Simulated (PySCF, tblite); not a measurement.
# C4H5F3Ge: geometry, infrared bands, NMR shifts, spin-spin couplings and electronic excitations

Aim: predict the infrared bands, NMR shifts, spin-spin couplings and electronic excitations of C4H5F3Ge (`CC#[C][GeH2][C](F)(F)F`).

The runs use tblite 0.8.0 and PySCF 2.14.0, with density-fitted response routines of our own; the level of theory stands in each step. All values are computed, except where a source is named. Atoms count from 0, in the outputs and in this text.

## 1. The molecule as given

13 atoms, charge 0, multiplicity 1; geometry from: force field or distance geometry start.

Bonds of the start (Å): C0–C1 1.47, C1–C2 1.19, C2–Ge3 1.90, Ge3–C4 1.94, C4–F5 1.39, C4–F6 1.37, C4–F7 1.39, C0–H8 1.11, C0–H9 1.10, C0–H10 1.11, Ge3–H11 1.54, Ge3–H12 1.56.

## 2. Geometry optimisation with GFN2-xTB

What the job is given:

```
{"job": {"kind": "relax", "xc": "GFN2-xTB", "basis": "xTB"}, "charge": 0, "multiplicity": 1}
C      2.584900     1.219000     1.171100
C      1.497500     0.455700     0.535500
C      0.626600    -0.187100     0.032600
Ge    -0.775400    -1.171400    -0.789200
C     -2.483500    -0.331700    -0.393300
F     -3.503400    -1.056700    -0.994000
F     -2.680800    -0.283700     0.962000
F     -2.474400     0.960200    -0.902600
H      3.019900     1.914900     0.428900
H      3.358100     0.529200     1.543700
H      2.163600     1.800200     2.022600
H     -0.555200    -1.228900    -2.312000
H     -0.782200    -2.619200    -0.201500
```

Command:

```sh
$ OMP_NUM_THREADS=1 python probes_run.py task.json out
```

This one command runs all jobs of the session in turn.

The program printed:

```text
step      E/eV     max force
  0    -739.18373    2.410
  1    -739.26280    4.365
  2    -739.42243    1.474
  3    -739.45946    0.562
  4    -739.47269    0.172
  5    -739.47347    0.073
  6    -739.47394    0.070
  7    -739.47415    0.066
  8    -739.47452    0.059
  9    -739.47467    0.035
 10    -739.47479    0.039
 11    -739.47492    0.041
 12    -739.47507    0.044
 13    -739.47517    0.031
 14    -739.47520    0.013
 15    -739.47523    0.014
 16    -739.47527    0.028
 17    -739.47534    0.042
 18    -739.47543    0.044
 19    -739.47551    0.026
 20    -739.47556    0.021
 21    -739.47561    0.021
 22    -739.47567    0.032
 23    -739.47573    0.028
 24    -739.47578    0.017
 25    -739.47582    0.014
 26    -739.47585    0.021
 27    -739.47588    0.024
 28    -739.47591    0.016
 29    -739.47595    0.019
 30    -739.47598    0.019
 31    -739.47601    0.023
 32    -739.47606    0.024
 33    -739.47612    0.018
 34    -739.47619    0.023
 35    -739.47626    0.026
 36    -739.47634    0.027
 37    -739.47643    0.029
 38    -739.47653    0.026
 39    -739.47662    0.022
 40    -739.47668    0.016
 41    -739.47672    0.013
 42    -739.47676    0.015
 43    -739.47681    0.018
 44    -739.47685    0.015
 45    -739.47687    0.010
 46    -739.47687    0.007
```

Run time: 0.76 s. Hardware: 1 thread of Intel Xeon at 2.50GHz, shared host; peak memory 0.18 GiB.

The steps of the relaxation: (not every step is listed)

| step | energy from step 0 (eV) | largest force (eV/Å) |
| --- | --- | --- |
| 0 | 0.0000 | 2.4100 |
| 1 | -0.0791 | 4.3654 |
| 2 | -0.2387 | 1.4738 |
| 3 | -0.2757 | 0.5625 |
| 4 | -0.2890 | 0.1723 |
| 5 | -0.2897 | 0.0734 |
| 6 | -0.2902 | 0.0704 |
| 7 | -0.2904 | 0.0662 |
| 8 | -0.2908 | 0.0591 |
| 11 | -0.2912 | 0.0406 |
| 14 | -0.2915 | 0.0135 |
| 17 | -0.2916 | 0.0420 |
| 20 | -0.2918 | 0.0215 |
| 23 | -0.2920 | 0.0283 |
| 26 | -0.2921 | 0.0214 |
| 29 | -0.2922 | 0.0186 |
| 32 | -0.2923 | 0.0245 |
| 35 | -0.2925 | 0.0260 |
| 38 | -0.2928 | 0.0260 |
| 41 | -0.2930 | 0.0130 |
| 42 | -0.2930 | 0.0153 |
| 43 | -0.2931 | 0.0175 |
| 44 | -0.2931 | 0.0151 |
| 45 | -0.2931 | 0.0102 |
| 46 | -0.2931 | 0.0068 |

Distances of close pairs at the start and the end, largest changes first:

| bond | before (Å) | after (Å) | change (Å) |
| --- | --- | --- | --- |
| Ge3–H12 | 1.563 | 1.496 | -0.067 |
| Ge3–C4 | 1.944 | 2.005 | +0.061 |
| Ge3–H11 | 1.540 | 1.496 | -0.044 |
| C4–F7 | 1.389 | 1.346 | -0.043 |
| C4–F5 | 1.388 | 1.347 | -0.041 |
| C0–C1 | 1.473 | 1.441 | -0.031 |
| C4–F6 | 1.370 | 1.346 | -0.025 |
| C0–H10 | 1.114 | 1.089 | -0.024 |

The end geometry stands in the next job.

## 3. Vibrational analysis with GFN2-xTB

What the job is given:

```
{"job": {"kind": "ir", "xc": "GFN2-xTB", "basis": "xTB"}, "charge": 0, "multiplicity": 1}
C      2.532849     1.224602     1.168342
C      1.514013     0.428348     0.531264
C      0.664589    -0.244497    -0.001050
Ge    -0.700108    -1.249201    -0.817214
C     -2.421362    -0.317091    -0.384881
F     -3.487394    -0.945747    -0.915897
F     -2.648143    -0.239559     0.939257
F     -2.454186     0.944668    -0.851558
H      2.966202     1.916968     0.447650
H      3.317904     0.578510     1.559265
H      2.095994     1.791400     1.989559
H     -0.579374    -1.257406    -2.308073
H     -0.805374    -2.630510    -0.252984
```

The program printed:

```text
mode    cm-1     km/mol
  1      -9.2      0.01
  2      19.9      0.00
  3      43.6      1.72
  4     140.1      4.45
  5     155.8      4.53
  6     162.1      1.89
  7     235.1      6.24
  8     293.5     43.22
  9     311.5      0.33
 10     327.1     11.71
 11     426.1     74.75
 12     436.6     34.50
 13     458.6      4.51
 14     473.7     32.58
 15     615.2      0.04
 16     640.8      7.23
 17     661.2    276.95
 18     795.0    162.60
 19    1011.2     10.20
 20    1012.0      6.33
 21    1021.8    222.22
 22    1025.9    222.60
 23    1077.8      0.02
 24    1107.9    133.46
 25    1377.7      8.14
 26    1436.5      9.50
 27    1436.8     10.16
 28    2013.8    192.50
 29    2064.5    404.40
 30    2298.4    212.98
 31    3013.1     10.17
 32    3013.8      9.08
 33    3017.8     10.42
```

Run time: 1.2 s. Hardware: 1 thread of Intel Xeon at 2.50GHz, shared host; peak memory 0.18 GiB.

Which atoms move in the most intense modes:

| cm⁻¹ | km/mol | atoms |
| --- | --- | --- |
| 661 | 276.9 | H11 47 %, H12 46 % |
| 795 | 162.6 | H11 49 %, H12 49 % |
| 1022 | 222.2 | C4 67 %, F5 18 % |
| 1026 | 222.6 | C4 71 %, F6 15 %, F7 14 % |
| 1108 | 133.5 | C4 68 %, F6 10 %, F7 10 %, F5 10 % |
| 2014 | 192.5 | H12 50 %, H11 49 % |
| 2064 | 404.4 | H11 50 %, H12 49 % |
| 2298 | 213.0 | C1 54 %, C2 45 % |

## 4. Optimising the geometry at PBE0-D3(BJ)/def2-SVP

What the job is given:

```
{"job": {"xc": "PBE0", "basis": "def2-SVP", "d3": "d3bj", "grid": 1, "shake": 0.01, "kind": "geom"}, "charge": 0, "multiplicity": 1}
C      2.553260     1.199050     1.172520
C      1.508340     0.423820     0.529110
C      0.644390    -0.246820    -0.009700
Ge    -0.666880    -1.246940    -0.820740
C     -2.424170    -0.323770    -0.395430
F     -3.491300    -0.940930    -0.918280
F     -2.638570    -0.241560     0.939500
F     -2.438730     0.950120    -0.856610
H      2.964370     1.922370     0.467000
H      3.315210     0.576070     1.569290
H      2.087130     1.788480     1.998380
H     -0.573570    -1.256490    -2.301370
H     -0.833660    -2.620300    -0.262580
```

The program printed:

```text
step   0  E = -2530.57540712  max force = 0.035602
step   1  E = -2530.58020632  max force = 0.003562
step   2  E = -2530.58047943  max force = 0.001540
step   3  E = -2530.58060151  max force = 0.001898
step   4  E = -2530.58062294  max force = 0.000960
step   5  E = -2530.58063282  max force = 0.000329
optimisation converged
```

It took 2.8 min on 1 thread of Intel Xeon at 2.50GHz, shared host; peak memory 0.65 GiB.

Relaxation path:

| step | energy from step 0 (eV) | largest force component (eV/Å) |
| --- | --- | --- |
| 0 | 0.0000 | 1.8307 |
| 1 | -0.1306 | 0.1832 |
| 2 | -0.1380 | 0.0792 |
| 3 | -0.1413 | 0.0976 |
| 4 | -0.1419 | 0.0494 |
| 5 | -0.1422 | 0.0169 |

Distances of close pairs at the start and the end, largest changes first:

| bond | before (Å) | after (Å) | change (Å) |
| --- | --- | --- | --- |
| Ge3–H11 | 1.484 | 1.533 | +0.049 |
| C2–Ge3 | 1.838 | 1.882 | +0.045 |
| Ge3–H12 | 1.492 | 1.532 | +0.041 |
| C0–H9 | 1.061 | 1.101 | +0.039 |
| Ge3–C4 | 2.030 | 1.997 | -0.033 |
| C4–F7 | 1.355 | 1.338 | -0.017 |
| C4–F6 | 1.355 | 1.338 | -0.017 |
| C0–H10 | 1.117 | 1.101 | -0.016 |

The end geometry stands in the next job.

| at the end point | value |
| --- | --- |
| point group (found at 0.08 Å tolerance) | C1 |
| rotational constants (GHz, main isotopes) | 2.386, 0.785, 0.667 |
| dipole moment (D) | 2.78 |

## 5. Shielding tensors: PBE0/pcSseg-1

What the job is given:

```
{"job": {"kind": "nmr", "xc": "PBE0", "basis": "pcSseg-1"}, "charge": 0, "multiplicity": 1}
C      2.553113     1.206721     1.173282
C      1.521078     0.411353     0.536107
C      0.647904    -0.249968     0.003830
Ge    -0.736123    -1.234080    -0.808137
C     -2.450351    -0.299445    -0.390371
F     -3.493778    -0.940511    -0.937336
F     -2.672002    -0.226874     0.927145
F     -2.457349     0.950723    -0.866694
H      3.001707     1.914365     0.458934
H      3.357280     0.566850     1.567363
H      2.136849     1.785994     2.011987
H     -0.581682    -1.251230    -2.332903
H     -0.821550    -2.651270    -0.231294
```

Method: GIAO PBE0/pcSseg-1 NMR shielding, non-relativistic, gas phase.

The program printed:

```text
coarse grid: 56400 points
cycle   1  E = -2530.7380386930  dE =  4.020e-01  |g| = 1.221e+00  |ddm| = 3.917e+00
cycle   2  E = -2530.5739158578  dE =  1.641e-01  |g| = 1.572e+00  |ddm| = 1.679e+00
cycle   3  E = -2530.9146229576  dE = -3.407e-01  |g| = 1.525e-01  |ddm| = 1.007e+00
cycle   4  E = -2530.9174820298  dE = -2.859e-03  |g| = 6.933e-02  |ddm| = 1.129e-01
cycle   5  E = -2530.9179917103  dE = -5.097e-04  |g| = 2.380e-02  |ddm| = 5.279e-02
cycle   6  E = -2530.9181221156  dE = -1.304e-04  |g| = 7.049e-03  |ddm| = 1.941e-02
cycle   7  E = -2530.9181331456  dE = -1.103e-05  |g| = 8.644e-04  |ddm| = 5.256e-03
cycle   8  E = -2530.9181332821  dE = -1.365e-07  |g| = 3.591e-04  |ddm| = 8.208e-04
final grid: 119544 points
cycle   9  E = -2530.9180373716  dE = -2.822e-09  |g| = 4.725e-04  |ddm| = 1.638e-03
cycle  10  E = -2530.9180373381  dE =  3.351e-08  |g| = 6.610e-04  |ddm| = 6.218e-04
cycle  11  E = -2530.9180374101  dE = -7.194e-08  |g| = 8.251e-05  |ddm| = 3.683e-04
cycle  12  E = -2530.9180374115  dE = -1.461e-09  |g| = 2.171e-05  |ddm| = 6.155e-05
cycle  13  E = -2530.9180374116  dE = -1.164e-10  |g| = 3.279e-06  |ddm| = 1.549e-05
converged SCF energy = -2530.9180374116

GIAO shielding tensors (ppm)
atom      isotropic    diamagn.    paramagn.     s11        s22        s33       span
  0 C      178.579     251.333     -72.754    169.379    169.415    196.942     27.564
  1 C       68.948     270.903    -201.954    -31.236    -30.394    268.475    299.711
  2 C      109.271     269.462    -160.191     25.239     30.249    272.325    247.087
  3 Ge    1535.488    2754.339   -1218.851   1514.035   1518.295   1574.133     60.099
  4 C       49.661     250.915    -201.254     45.651     46.917     56.416     10.765
  5 F      243.444     470.559    -227.115    148.098    252.326    329.909    181.811
  6 F      242.476     475.886    -233.410    150.641    249.673    327.114    176.473
  7 F      242.240     476.242    -234.002    150.372    249.613    326.734    176.362
  8 H       29.281      27.877       1.404     24.319     27.456     36.068     11.749
  9 H       29.320      26.569       2.751     24.341     27.386     36.234     11.893
 10 H       29.228      29.099       0.128     24.170     27.724     35.789     11.619
 11 H       26.739      27.125      -0.386     20.415     22.075     37.727     17.312
 12 H       26.742      27.015      -0.273     20.404     22.069     37.753     17.349
```

Wall time 92 s (1 thread of Intel Xeon at 2.50GHz, shared host); peak memory 0.83 GiB.

The references, computed at this level on geometries of the same kind, shield at (ppm): 1H TMS 31.27, 13C TMS 184.4, 19F CFCl3 177.2, 73Ge GeMe4 1330. Their shielding less the atom's gives the shift. The references are single molecules in the gas phase, so shifts against H2O, NH3, PH3, H3PO4 or CFCl3 are not on the usual liquid scales and can be off by tens of ppm. Atoms listed in one row are averaged.

| atoms | environment | σ (ppm) | δ (ppm) |
| --- | --- | --- | --- |
| C4 | CF3 carbon | 49.7 | 134.7 |
| C1 | alkyne carbon | 68.9 | 115.5 |
| C2 | alkyne carbon | 109.3 | 75.1 |
| C0 | propargylic methyl carbon | 178.6 | 5.8 |
| H11, H12 | hydrogen on a germanium bonded to 2 C | 26.74 | 4.53 |
| H8, H9, H10 | hydrogen on a propargylic methyl carbon | 29.28 | 1.99 |
| Ge3 | germanium bonded to 2 C, 2 H | 1535 | -205 |
| F5, F6, F7 | fluorine of a CF3 group | 242.7 | -65.5 |

The run also stored atomic charges by several schemes (e):

| atoms | Mulliken | IAO | Hirshfeld | ESP fit |
| --- | --- | --- | --- | --- |
| C0 | -0.18 | -0.43 | -0.09 | -0.52 |
| C1 | -0.21 | 0.02 | -0.02 | 0.20 |
| C2 | -0.39 | -0.36 | -0.19 | -0.37 |
| Ge3 | 0.52 | 0.65 | 0.34 | 0.25 |
| C4 | 0.53 | 0.58 | 0.17 | 0.32 |
| F5, F6, F7 | -0.27 | -0.28 | -0.10 | -0.14 |

Mayer bond orders: C0–C1 1.17, C1–C2 2.74, C2–Ge3 0.87, Ge3–C4 0.80, C4–F5 0.96, C4–F6 0.97, C4–F7 0.97.

The fields below are evaluated on a grid from the run's orbitals.

Frontier orbitals at PBE0/pcSseg-1, with the share of their density that lies nearest to each atom:

| orbital | energy (eV) | lies on |
| --- | --- | --- |
| HOMO | -7.96 | C1, C2 about 38 % each |
| LUMO | -0.13 | C1, C2 about 24 % each; Ge3 14 %; H11, H12 about 9 % each |

ELF in a plane through or near 6 of the atoms.

Values, 10 rows by 14 columns:
```
0.00 0.00 0.00 0.00 0.00 0.00 0.00 0.00 0.00 0.00 0.00 0.00 0.00 0.00
0.00 0.00 0.00 0.00 0.00 0.00 0.00 0.00 0.00 0.00 0.00 0.00 0.00 0.00
0.00 0.00 0.00 0.08 0.04 0.00 0.00 0.00 0.00 0.01 0.00 0.00 0.00 0.00
0.00 0.00 0.09 0.96 0.83 0.03 0.17 0.01 0.03 0.23 0.13 0.56 0.10 0.00
0.00 0.00 0.07 0.68 0.63 0.57 0.69 0.35 0.23 0.38 0.74 0.60 0.27 0.00
0.00 0.00 0.37 0.79 0.84 0.76 0.38 0.86 0.17 0.79 0.16 0.80 0.13 0.00
0.00 0.00 0.49 0.78 0.19 0.72 0.65 0.85 0.68 0.17 0.04 0.03 0.00 0.00
0.00 0.00 0.01 0.02 0.02 0.32 0.44 0.20 0.28 0.38 0.08 0.00 0.00 0.00
0.00 0.00 0.00 0.00 0.00 0.00 0.00 0.01 0.06 0.05 0.01 0.00 0.00 0.00
0.00 0.00 0.00 0.00 0.00 0.00 0.00 0.00 0.00 0.00 0.00 0.00 0.00 0.00
```
The map spans 12.7 Å across and 8.7 Å up, centred on the molecule. Atoms in the plane (x, y in Å): C0 (-3.0, 0.2), C1 (-1.6, -0.2), C2 (-0.4, -0.5), Ge3 (1.4, -1.0), C4 (2.4, 0.7), F5 (3.7, 0.5).

log10 of the density (e/Å³) in the same plane.

Values, 10 rows by 14 columns:
```
-4.0 -4.0 -4.0 -4.0 -4.0 -4.0 -4.0 -4.0 -4.0 -4.0 -4.0 -4.0 -4.0 -4.0
-4.0 -4.0 -4.0 -4.0 -4.0 -4.0 -4.0 -4.0 -4.0 -3.6 -4.0 -4.0 -4.0 -4.0
-4.0 -4.0 -3.3 -2.5 -2.5 -3.3 -3.8 -3.9 -2.1 -1.5 -2.1 -3.3 -4.0 -4.0
-4.0 -3.6 -2.0 -0.8 -0.9 -1.8 -2.0 -2.3 -1.2 -0.3 -0.6 -0.8 -1.9 -4.0
-4.0 -3.1 -1.5 -0.1  0.0 -0.4 -0.7 -1.1 -0.8  0.9  0.3  0.9 -1.1 -3.9
-4.0 -2.9 -1.2  0.1  0.2  1.6  0.5 -0.1  0.0 -0.1 -0.5 -0.1 -1.5 -4.0
-4.0 -3.3 -1.6 -0.9 -0.9 -0.4  0.0 -0.1  2.3  0.0 -1.4 -2.0 -3.1 -4.0
-4.0 -4.0 -2.9 -2.4 -2.2 -1.6 -1.3 -1.2 -0.5 -0.8 -1.8 -3.1 -4.0 -4.0
-4.0 -4.0 -4.0 -4.0 -3.9 -3.2 -2.8 -2.5 -2.0 -2.0 -2.6 -3.7 -4.0 -4.0
-4.0 -4.0 -4.0 -4.0 -4.0 -4.0 -4.0 -3.6 -3.1 -3.2 -3.6 -4.0 -4.0 -4.0
```
The map spans 12.7 Å across and 8.7 Å up, centred on the molecule. Atoms in the plane (x, y in Å): C0 (-3.0, 0.2), C1 (-1.6, -0.2), C2 (-0.4, -0.5), Ge3 (1.4, -1.0), C4 (2.4, 0.7), F5 (3.7, 0.5).

On the surface of density 0.002 e/bohr³ the electrostatic potential runs, from the 1st to the 99th percentile, from -0.68 V near F6 to 1.20 V near H12.

## 6. Indirect couplings: B3LYP/pcSseg-1+pcJ-1

Settings changed since step 5:

```diff
@@ -1,2 +1,2 @@
-{"job": {"kind": "nmr", "xc": "PBE0", "basis": "pcSseg-1"}, "charge": 0, "multiplicity": 1}
+{"job": {"kind": "j", "xc": "B3LYP", "basis": "pcJ-1"}, "charge": 0, "multiplicity": 1}
 C      2.553113     1.206721     1.173282
```

Method: B3LYP/pcJ-1 Ge:pcSseg-1 indirect spin-spin coupling, non-relativistic, gas phase.

The program printed:

```text
coarse grid: 56400 points
cycle   1  E = -2531.5503472575  dE =  3.602e-01  |g| = 1.313e+00  |ddm| = 3.521e+00
cycle   2  E = -2531.3046084546  dE =  2.457e-01  |g| = 1.808e+00  |ddm| = 1.667e+00
cycle   3  E = -2531.7471329282  dE = -4.425e-01  |g| = 1.908e-01  |ddm| = 1.064e+00
cycle   4  E = -2531.7512918785  dE = -4.159e-03  |g| = 9.202e-02  |ddm| = 1.347e-01
cycle   5  E = -2531.7521603651  dE = -8.685e-04  |g| = 4.061e-02  |ddm| = 6.691e-02
cycle   6  E = -2531.7525484651  dE = -3.881e-04  |g| = 7.993e-03  |ddm| = 2.903e-02
cycle   7  E = -2531.7525622059  dE = -1.374e-05  |g| = 1.148e-03  |ddm| = 6.367e-03
cycle   8  E = -2531.7525624335  dE = -2.276e-07  |g| = 4.948e-04  |ddm| = 1.048e-03
final grid: 119544 points
cycle   9  E = -2531.7524312751  dE =  1.735e-08  |g| = 7.325e-04  |ddm| = 1.515e-03
cycle  10  E = -2531.7524311570  dE =  1.181e-07  |g| = 1.139e-03  |ddm| = 9.789e-04
cycle  11  E = -2531.7524313571  dE = -2.001e-07  |g| = 1.460e-04  |ddm| = 6.126e-04
cycle  12  E = -2531.7524313619  dE = -4.819e-09  |g| = 3.295e-05  |ddm| = 1.022e-04
cycle  13  E = -2531.7524313622  dE = -2.456e-10  |g| = 4.971e-06  |ddm| = 2.247e-05
converged SCF energy = -2531.7524313622

Indirect spin-spin couplings (Hz)
  i      j    bonds     total        FC       PSO       DSO        SD
  0 C    1 C    1     71.973    73.776    -1.982     0.178         -
  0 C    2 C    2      9.713     9.998    -0.190    -0.095         -
  0 C    4 C    4     -0.711    -0.702     0.011    -0.020         -
  0 C    8 H    1    138.837   137.111     1.167     0.559         -
  0 C    9 H    1    138.476   136.744     1.175     0.558         -
  0 C   10 H    1    139.094   137.373     1.159     0.562         -
  0 C   11 H    4     -0.938    -0.831     0.129    -0.236         -
  0 C   12 H    4     -0.925    -0.818     0.131    -0.238         -
  1 C    2 C    1    168.534   161.278     7.036     0.220         -
  1 C    4 C    3      3.380     3.369     0.031    -0.020         -
  1 C    5 F    4      3.403     3.468     0.241    -0.327     0.021
  1 C    8 H    2    -10.553   -10.446     0.056    -0.162         -
  1 C    9 H    2    -10.592   -10.492     0.065    -0.165         -
  1 C   10 H    2    -10.552   -10.455     0.059    -0.155         -
  1 C   11 H    3      4.715     4.756     0.362    -0.402         -
  1 C   12 H    3      4.755     4.793     0.368    -0.406         -
  2 C    4 C    2      6.473     6.545    -0.090     0.019         -
  2 C    5 F    3     15.734    16.126     0.174    -0.485    -0.081
  2 C    6 F    3     -2.406    -2.300    -0.143     0.086    -0.048
  2 C    7 F    3     -2.398    -2.301    -0.141     0.087    -0.043
  2 C    8 H    3      5.870     5.455     0.677    -0.262         -
  2 C    9 H    3      5.738     5.315     0.689    -0.266         -
  2 C   10 H    3      5.867     5.462     0.661    -0.256         -
  2 C   11 H    2     11.316    11.889    -0.014    -0.559         -
  2 C   12 H    2     11.475    12.051    -0.015    -0.562         -
  4 C    5 F    1   -393.436  -369.654   -34.347     1.638     8.927
  4 C    6 F    1   -399.227  -373.208   -36.042     1.648     8.375
  4 C    7 F    1   -398.322  -372.364   -36.007     1.649     8.399
  4 C    9 H    5      1.981     2.039     0.080    -0.137         -
  4 C   10 H    5      2.905     2.923    -0.005    -0.014         -
  4 C   11 H    2     13.702    14.070    -0.172    -0.196         -
  4 C   12 H    2     13.856    14.232    -0.168    -0.208         -
  5 F    6 F    2     77.854    24.288    -6.795     0.037    60.324
  5 F    7 F    2     78.953    25.235    -6.732     0.043    60.408
  5 F    8 H    6     -0.375    -0.165     0.531    -0.742    -0.000
  5 F   10 H    6      0.523     0.728     0.470    -0.670    -0.005
  5 F   11 H    3     -3.769    -3.590     0.258    -0.191    -0.246
  5 F   12 H    3     -3.821    -3.625     0.255    -0.208    -0.242
  6 F    7 F    2     73.675    26.675   -12.736     0.067    59.670
  6 F   10 H    6     -0.177    -0.165    -0.204     0.186     0.007
  6 F   11 H    3     27.062    28.887     1.099    -3.059     0.135
  6 F   12 H    3     -3.784    -3.646     0.263    -0.202    -0.198
  7 F    9 H    6     -0.249    -0.146     0.442    -0.531    -0.015
  7 F   11 H    3     -3.724    -3.607     0.243    -0.153    -0.208
  7 F   12 H    3     27.444    29.300     1.096    -3.080     0.129
  8 H    9 H    2    -18.425   -18.546     2.828    -2.707         -
  8 H   10 H    2    -18.374   -18.497     2.823    -2.700         -
  8 H   11 H    5      3.428     3.640     0.245    -0.457         -
  8 H   12 H    5      2.077     2.573     0.616    -1.112         -
  9 H   10 H    2    -18.548   -18.670     2.826    -2.704         -
  9 H   11 H    5     -0.156     0.226     0.480    -0.862         -
  9 H   12 H    5      3.125     3.348     0.263    -0.486         -
 10 H   11 H    5      1.814     2.301     0.608    -1.095         -
 10 H   12 H    5     -0.209     0.170     0.462    -0.841         -
 11 H   12 H    2     16.755    20.269     1.001    -4.515         -
```

Wall time 3.4 min (1 thread of Intel Xeon at 2.50GHz, shared host); peak memory 1.2 GiB.

A choice of the couplings up to four bonds, sorted by the number of bonds, with means over like pairs; isotopes 13C, 19F, 1H:

| pair | bonds | J (Hz) | Fermi contact (Hz) |
| --- | --- | --- | --- |
| C4–F5 | 1 | -397.0 | -371.7 |
| C1–C2 | 1 | 168.5 | 161.3 |
| C0–H8 | 1 | 138.8 | 137.1 |
| C0–C1 | 1 | 72.0 | 73.8 |
| F5–F6 | 2 | 76.8 | 25.4 |
| H8–H9 | 2 | -18.4 | -18.6 |
| H11–H12 | 2 | 16.8 | 20.3 |
| C4–H11 | 2 | 13.8 | 14.2 |
| C2–H11 | 2 | 11.4 | 12.0 |
| C1–H8 | 2 | -10.6 | -10.5 |
| C0–C2 | 2 | 9.7 | 10.0 |
| C2–C4 | 2 | 6.5 | 6.5 |
| F5–H11 | 3 | 6.6 | 7.3 |
| C2–H8 | 3 | 5.8 | 5.4 |
| C1–H11 | 3 | 4.7 | 4.8 |
| C2–F5 | 3 | 3.6 | 3.8 |
| C1–C4 | 3 | 3.4 | 3.4 |
| C1–F5 | 4 | 1.1 | 1.2 |

The spin-dipole term was solved for some atoms only; pairs without it lack that part.

The response was solved for the nuclei of C, F, H alone, so couplings that need other nuclei can be missing.

Quadrupole couplings from the field gradients of the same density:

| atom | isotope | eQq/h (MHz) | η |
| --- | --- | --- | --- |
| Ge3 | 73Ge | 27.2 | 0.97 |

Joined with the shifts from before (PBE0/pcSseg-1, unscaled), the couplings predict the line list below for 500 MHz.

1H NMR δ 4.53 (qq, J = 6.6, 1.7 Hz, 2H), 1.99 (t, J = 1.7 Hz, 3H). The letters are first-order; like nuclei with unlike couplings give more lines.

(Part 1 of 2 ends here.)
